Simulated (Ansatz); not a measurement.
Runs of Ansatz 0.2.0 on NiMoIrPdW. The structure is trigonal, space group P-3m1 (No. 164). The conventional cell has a = 2.771 Å, b = 2.771 Å, c = 22.020 Å, α = 90.00°, β = 90.00°, γ = 120.00°. Around Ni (site symmetry 3m) lie 3 Mo at 2.55 Å and 3 Pd at 2.65 Å and 6 Ni at 2.77 Å. Mo (site symmetry 3m) has 3 Ni at 2.55 Å and 3 Ir at 2.76 Å and 6 Mo at 2.77 Å as nearest neighbours. Around Pd (site symmetry 3m) lie 3 Ni at 2.65 Å and 9 Pd at 2.77 to 2.84 Å. Ir (site symmetry 3m) is surrounded by 3 Mo at 2.76 Å and 3 W at 2.77 Å and 6 Ir at 2.77 Å. Around W (site symmetry 3m) lie 3 Ir at 2.77 Å and 9 W at 2.77 to 2.93 Å. The cell was built by a generator and needn't be a form met in nature.

| task | level | cell | k mesh | points for each segment of the path | target pressure (GPa) | gap on the mesh (eV) | pressure (GPa) | moment (μB) | relaxed volume (Å³/atom) | largest force (eV/Å) |
| --- | --- | --- | --- | --- | --- | --- | --- | --- | --- | --- |
| atomic charges | PBE | as given | 11 × 11 × 2 | - | - | none | 0.0 | 0.00 | - | 0.10 |
| relaxation of cell and atoms | RPBE | relaxed | 8 × 8 × 1 | - | - | none | 0.0 | 0.00 | 14.91 | - |
| relaxation of cell and atoms | BLYP | relaxed | 8 × 8 × 1 | - | - | none | 0.0 | 0.00 | 15.34 | 0.01 |
| relaxation of cell and atoms | PBE+D4 | relaxed | 8 × 8 × 1 | - | - | none | 0.0 | 0.00 | 14.31 | - |
| band structure | RPBE | as given | 11 × 11 × 2 | 10 | - | none | (b) | 0.00 | - | (a) |
| relaxation of cell and atoms | PBE | relaxed to 5 GPa | 8 × 8 × 1 | - | 5 | none | 5.0 | 0.00 | - | - |
| band structure | BLYP | as given | 11 × 11 × 2 | 10 | - | none | 11.1 | 0.00 | - | 0.13 |
| electron localisation function | PBE | as given | 11 × 11 × 2 | - | - | none | 0.0 | 0.00 | - | 0.10 |

Alike in all rows: potentials or basis Ansatz PAW; spin collinear, ferromagnetic start; cutoff (eV) 420; smearing fermi-dirac 0.05 eV.

**Question.** Fill in the values left out.

**Answer.** (a) 0.12; (b) 4.1.

Caveats: the starting moments weren't kept; the plane-wave basis is chosen anew once the cell has moved, so the energies of steps on either side of that aren't comparable (some runs); the PAW data sets come from PBE, with cores solved anew for the run's functional, which leaves a small shift of forces and pressure (some runs); spin-orbit coupling is left out, which moves the levels of the heavy elements (some runs); pairwise dispersion overbinds metals, which lowers pressure and volume (some runs).

A k mesh can miss the band edges, and the runs leave out spin-orbit coupling on Ir, Mo, Pd, W.

A gap of «none» marks a metal or a gap under the smearing width.
